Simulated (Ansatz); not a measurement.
**Ni (Nickel): a phonon run**

Aim: a sound phonon run of Ni (Nickel).

Computed with Ansatz 0.2.0 (DFT, LDA, all-electron LAPW, scalar-relativistic; harmonic phonons by finite displacements (as first typed), unless a step's input says otherwise).

2 further runs of the same task are left out: 2 that didn't finish.

## Step 1: Starting point

Symmetry: Fm-3m, No. 225, cubic system. The conventional cell has a = 3.424 Å, b = 3.424 Å, c = 3.424 Å, α = 90.00°, β = 90.00°, γ = 90.00°. Ni (site symmetry m-3m) has 12 Ni at 2.42 Å as nearest neighbours.

As a file:

```xyz
1
Lattice="0.0000 1.7118 1.7118 1.7118 0.0000 1.7118 1.7118 1.7118 0.0000" Properties=species:S:1:pos:R:3 pbc="T T T"
Ni    0.0000    0.0000    0.0000
```

## Step 2: The calculation

Contents of input.yaml:

```yaml
crystal:
  lattice:
    - [0.0, 1.71176467021, 1.71176467021]
    - [1.71176467021, 0.0, 1.71176467021]
    - [1.71176467021, 1.71176467021, 0.0]
  atoms:
    - { symbol: Ni, position: [0.0, 0.0, 0.0], spin: 0.6 }
magnetization:
  spin_polarized: true
kpoints:
  mp_grid: { grid: [24, 24, 24] }
scf:
  occupations: { method: fermi_dirac, width: 0.05 }
hamiltonian:
  xc: lda
  pseudopotentials: { kind: all_electron, lapw: { basis_error: 0.001 } }
phonons:
  qmesh: [4, 4, 4]
  qpath:
    path:
      - [0.0, 0.0, 0.0]
      - [0.5, 0.0, 0.5]
      - [0.625, 0.25, 0.625]
      - [0.375, 0.375, 0.75]
      - [0.0, 0.0, 0.0]
      - [0.5, 0.5, 0.5]
      - [0.5, 0.25, 0.75]
      - [0.5, 0.0, 0.5]
    npoints: 6
  temperatures: { t_min: 0, t_max: 1000, t_step: 100 }
```

The run is started by

```bash
> ansatz run input.yaml --threads 2 --pin off --max-ram 6144MiB --backend cpu --events-out ev --progress --plain --runs-dir out
```

**Question.** How will this run end, and is anything wrong with its input?

The program refused the input before any cycle. Its message: «memory limit exceeded: the `scf loop` phase of `further supercell` needs 6.97 GiB against the run's memory maximum of 6.00 GiB; largest carriers: full-potential states 3.72 GiB, wavefunctions 1.39 GiB ...»

The run needs more memory than it was given. It asks for 6.97 GiB, and 6.00 GiB are there.

Fix: delete hamiltonian.pseudopotentials.lapw.basis_error (the default then holds).
